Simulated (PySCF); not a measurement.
# GeAs2H6: magnetic properties

Wanted: magnetic properties for GeAs2H6 (`[AsH2][GeH2][AsH2]`).

Programs: PySCF 2.14.0, with routines of our own; each step states its level. All values are computed. Atoms count from 0.

## (1) The starting structure

9 atoms, charge 0, multiplicity 1; geometry from: GFN2-xTB.

## (2) Magnetic properties: GIAO B3LYP/aug-pcSseg-1

What the job is given:

```
{"job": {"kind": "mag", "xc": "B3LYP", "basis": "aug-pcSseg-1", "isotopologues": 4}, "charge": 0, "multiplicity": 1}
As     2.063657    -0.103020    -0.440713
Ge    -0.106155     0.934318    -0.282668
As    -2.033744    -0.287707     0.491410
H      1.438722    -1.419687    -0.819367
H      1.987639    -0.516512     1.005004
H     -0.449434     1.573344    -1.634410
H      0.032716     2.214929     0.547937
H     -1.711695    -1.423135    -0.444524
H     -1.208145    -0.966536     1.552153
```

With the program's defaults for keys left out, this is: GIAO B3LYP/aug-pcSseg-1 magnetisability, rotational g tensor and spin-rotation constants, non-relativistic, gas phase.

Launch:

```sh
> OMP_NUM_THREADS=1 python excited_run.py task.json out
```

This one command runs all jobs of the session in turn.

Output:

```text
coarse grid: 36912 points
cycle   1  E = -6551.7654426229  dE = -2.292e+00  |g| = 1.342e+00  |ddm| = 3.845e+00
cycle   2  E = -6551.7509236081  dE =  1.452e-02  |g| = 1.152e+00  |ddm| = 1.496e+00
cycle   3  E = -6551.8358298360  dE = -8.491e-02  |g| = 1.968e-01  |ddm| = 1.033e+00
cycle   4  E = -6551.8400980996  dE = -4.268e-03  |g| = 6.236e-02  |ddm| = 2.666e-01
cycle   5  E = -6551.8407148318  dE = -6.167e-04  |g| = 7.053e-03  |ddm| = 8.023e-02
cycle   6  E = -6551.8407260093  dE = -1.118e-05  |g| = 1.364e-03  |ddm| = 1.555e-02
cycle   7  E = -6551.8407265477  dE = -5.384e-07  |g| = 4.247e-04  |ddm| = 3.064e-03
final grid: 71424 points
cycle   8  E = -6551.8407083584  dE = -3.278e-08  |g| = 5.441e-04  |ddm| = 4.009e-03
cycle   9  E = -6551.8407082725  dE =  8.586e-08  |g| = 8.150e-04  |ddm| = 2.310e-03
cycle  10  E = -6551.8407084731  dE = -2.005e-07  |g| = 9.852e-05  |ddm| = 1.236e-03
cycle  11  E = -6551.8407084749  dE = -1.804e-09  |g| = 3.722e-06  |ddm| = 1.264e-04
cycle  12  E = -6551.8407084749  dE =  5.457e-12  |g| = 1.999e-06  |ddm| = 1.440e-05
converged SCF energy = -6551.8407084749

Magnetisability tensor (1e-30 J/T^2)
    -1602.48       -3.79        1.97
       -3.79    -1565.84       -7.23
        1.97       -7.23    -1575.39
isotropic -1581.24   principal values   -1602.92  -1579.28  -1561.50
isotropic susceptibility -95.224 1e-6 cm^3/mol

Inertial axes            a          b          c
rot. const./GHz      5.6520     0.7429     0.6691
chi total           -96.482    -94.089    -95.102
chi diamagnetic    -316.377  -1417.432  -1572.423
chi paramagnetic    219.894   1323.343   1477.321
quadrupole/D A       -4.121      0.896      3.225
g nuclear            0.5690     0.4580     0.4608
g electronic        -0.5839    -0.4618    -0.4644
g total             -0.0149    -0.0038    -0.0036

Spin-rotation constants (kHz, H = +C I.J)
atom  isotope        aa         bb         cc
  0   75As        5.810      0.881      0.751
  2   75As        5.824      0.888      0.746
  3     1H       -0.492     -0.029     -0.048
  4     1H       -0.535     -0.056     -0.018
  5     1H       -0.503     -0.029     -0.011
  6     1H       -0.500     -0.030     -0.011
  7     1H       -0.521     -0.048     -0.027
  8     1H       -0.505     -0.036     -0.040
  1   73Ge*      -1.388     -0.200     -0.204
* in the singly substituted isotopologue

Isotopologues: g along a, b, c
2H    at 3,4,5,6,7,8       -0.0121    -0.0037    -0.0034
2H    at 3                 -0.0144    -0.0038    -0.0035
2H    at 5                 -0.0141    -0.0038    -0.0035
```

It took 38 s on 1 thread of Arm Neoverse V2, shared host; peak memory 0.88 GiB.

From this job:

| quantity | value |
| --- | --- |
| magnetisability | -1581·10⁻³⁰ J/T² |
| molar susceptibility | -95.2·10⁻⁶ cm³/mol |
| rotational g (a, b, c) | -0.0149, -0.0038, -0.0036 |

## (3) Magnetic properties: GIAO BHandHLYP/aug-cc-pVDZ in benzene

Settings changed since step 2:

```diff
@@ -1,2 +1,2 @@
-{"job": {"kind": "mag", "xc": "B3LYP", "basis": "aug-pcSseg-1", "isotopologues": 4}, "charge": 0, "multiplicity": 1}
+{"job": {"kind": "mag", "xc": "BHandHLYP", "basis": "aug-cc-pVDZ", "scf": {"guess": "atom"}, "solvent": "benzene"}, "charge": 0, "multiplicity": 1}
 As     2.063657    -0.103020    -0.440713
```

With the program's defaults for keys left out, this is: GIAO BHandHLYP/aug-cc-pVDZ magnetisability, non-relativistic, IEF-PCM benzene.

Output:

```text
final grid: 71424 points
cycle   1  E = -6552.2082468731  dE =  4.265e-01  |g| = 1.625e-01  |ddm| = 5.867e+00
cycle   2  E = -6552.2197809752  dE = -1.153e-02  |g| = 8.249e-02  |ddm| = 1.159e+00
cycle   3  E = -6552.2220358709  dE = -2.255e-03  |g| = 1.710e-02  |ddm| = 3.171e-01
cycle   4  E = -6552.2221627043  dE = -1.268e-04  |g| = 4.917e-03  |ddm| = 7.433e-02
cycle   5  E = -6552.2221713984  dE = -8.694e-06  |g| = 1.675e-03  |ddm| = 2.133e-02
cycle   6  E = -6552.2221724698  dE = -1.071e-06  |g| = 1.771e-04  |ddm| = 6.224e-03
cycle   7  E = -6552.2221724967  dE = -2.695e-08  |g| = 4.448e-05  |ddm| = 1.027e-03
cycle   8  E = -6552.2221724977  dE = -9.368e-10  |g| = 5.614e-06  |ddm| = 1.998e-04
converged SCF energy = -6552.2221724977

Magnetisability tensor (1e-30 J/T^2)
    -1604.77       -3.85       -5.20
       -3.85    -1587.72       -9.03
       -5.20       -9.03    -1599.25
isotropic -1597.25   principal values   -1610.92  -1598.09  -1582.74
isotropic susceptibility -96.189 1e-6 cm^3/mol

Inertial axes            a          b          c
rot. const./GHz      5.6520     0.7429     0.6691
chi total           -96.499    -95.371    -96.696
chi diamagnetic    -316.068  -1417.930  -1572.995
chi paramagnetic    219.569   1322.560   1476.298
quadrupole/D A       -5.076      1.312      3.764
```

Wall time 28 s (1 thread of Arm Neoverse V2, shared host); peak memory 0.84 GiB.

From this job:

| quantity | value |
| --- | --- |
| magnetisability | -1597·10⁻³⁰ J/T² |
| molar susceptibility | -96.2·10⁻⁶ cm³/mol |

## (4) Magnetic properties: GIAO wB97X-D/3-21G

Settings changed since step 3:

```diff
@@ -1,2 +1,2 @@
-{"job": {"kind": "mag", "xc": "BHandHLYP", "basis": "aug-cc-pVDZ", "scf": {"guess": "atom"}, "solvent": "benzene"}, "charge": 0, "multiplicity": 1}
+{"job": {"kind": "mag", "xc": "wB97X-D", "basis": "3-21G"}, "charge": 0, "multiplicity": 1}
 As     2.063657    -0.103020    -0.440713
```

Method: GIAO wB97X-D/3-21G magnetisability, rotational g tensor and spin-rotation constants, non-relativistic, gas phase.

Output:

```text
coarse grid: 36912 points
cycle   1  E = -6520.8651726508  dE = -5.972e+00  |g| = 2.382e-01  |ddm| = 2.592e+00
cycle   2  E = -6520.8844949711  dE = -1.932e-02  |g| = 1.021e-01  |ddm| = 7.250e-01
cycle   3  E = -6520.8884721186  dE = -3.977e-03  |g| = 1.225e-02  |ddm| = 2.003e-01
cycle   4  E = -6520.8885734495  dE = -1.013e-04  |g| = 3.643e-03  |ddm| = 3.917e-02
cycle   5  E = -6520.8885828344  dE = -9.385e-06  |g| = 8.991e-04  |ddm| = 1.354e-02
final grid: 71424 points
cycle   6  E = -6520.8886908218  dE = -8.882e-07  |g| = 4.288e-04  |ddm| = 4.362e-03
cycle   7  E = -6520.8886909355  dE = -1.137e-07  |g| = 1.960e-04  |ddm| = 1.577e-03
cycle   8  E = -6520.8886909560  dE = -2.055e-08  |g| = 4.921e-05  |ddm| = 4.708e-04
cycle   9  E = -6520.8886909591  dE = -3.018e-09  |g| = 1.011e-05  |ddm| = 3.407e-04
cycle  10  E = -6520.8886909591  dE = -3.274e-11  |g| = 1.318e-06  |ddm| = 2.397e-05
converged SCF energy = -6520.8886909591

Magnetisability tensor (1e-30 J/T^2)
    -1670.50       -5.10       -7.09
       -5.10    -1649.30      -14.88
       -7.09      -14.88    -1678.46
isotropic -1666.09   principal values   -1688.72  -1666.65  -1642.90
isotropic susceptibility -100.334 1e-6 cm^3/mol

Inertial axes            a          b          c
rot. const./GHz      5.6520     0.7429     0.6691
chi total          -100.447    -98.969   -101.587
chi diamagnetic    -316.949  -1421.080  -1575.639
chi paramagnetic    216.503   1322.111   1474.051
quadrupole/D A       -7.358      2.882      4.476
g nuclear            0.5690     0.4580     0.4608
g electronic        -0.5749    -0.4614    -0.4633
g total             -0.0059    -0.0034    -0.0025

Spin-rotation constants (kHz, H = +C I.J)
atom  isotope        aa         bb         cc
  0   75As        4.135      0.612      0.459
  2   75As        4.144      0.619      0.453
  3     1H       -0.546     -0.036     -0.059
  4     1H       -0.595     -0.064     -0.027
  5     1H       -0.563     -0.035     -0.017
  6     1H       -0.562     -0.036     -0.017
  7     1H       -0.580     -0.056     -0.036
  8     1H       -0.560     -0.044     -0.050
  1   73Ge*      -0.721     -0.103     -0.105
* in the singly substituted isotopologue
```

It took 15 s on 1 thread of Arm Neoverse V2, shared host; peak memory 0.79 GiB.

In short:

| quantity | value |
| --- | --- |
| magnetisability | -1666·10⁻³⁰ J/T² |
| molar susceptibility | -100.3·10⁻⁶ cm³/mol |
| rotational g (a, b, c) | -0.0059, -0.0034, -0.0025 |

## (5) The levels compared

| level | ξ (10⁻³⁰ J/T²) | g(a) | g(b) | gap (eV) | functions | time |
| --- | --- | --- | --- | --- | --- | --- |
| GIAO B3LYP/aug-pcSseg-1 | -1581 | -0.0149 | -0.0038 | 5.74 | 204 | 38 s |
| GIAO wB97X-D/3-21G | -1666 | -0.0059 | -0.0034 | 9.65 | 78 | 15 s |

## (6) Outcome

```
                                                quantity                      value
       magnetisability (step 2, GIAO B3LYP/aug-pcSseg-1)           -1581·10⁻³⁰ J/T²
  molar susceptibility (step 2, GIAO B3LYP/aug-pcSseg-1)         -95.2·10⁻⁶ cm³/mol
rotational g (a, b, c) (step 2, GIAO B3LYP/aug-pcSseg-1)  -0.0149, -0.0038, -0.0036
                         magnetisability over the levels  -1666 to -1581·10⁻³⁰ J/T²
```

What this shows: Steps that list no spin-orbit terms leave them out, which matters at and beside the heavy atoms. The magnetisability spreads by 5.2 % over 2 levels, from GIAO wB97X-D/3-21G (15 s) to GIAO B3LYP/aug-pcSseg-1 (38 s); the runs took 15 s to 38 s. Two levels can agree by chance, so this spread shows no convergence. Vibrational averaging and real surroundings are missing from these values.
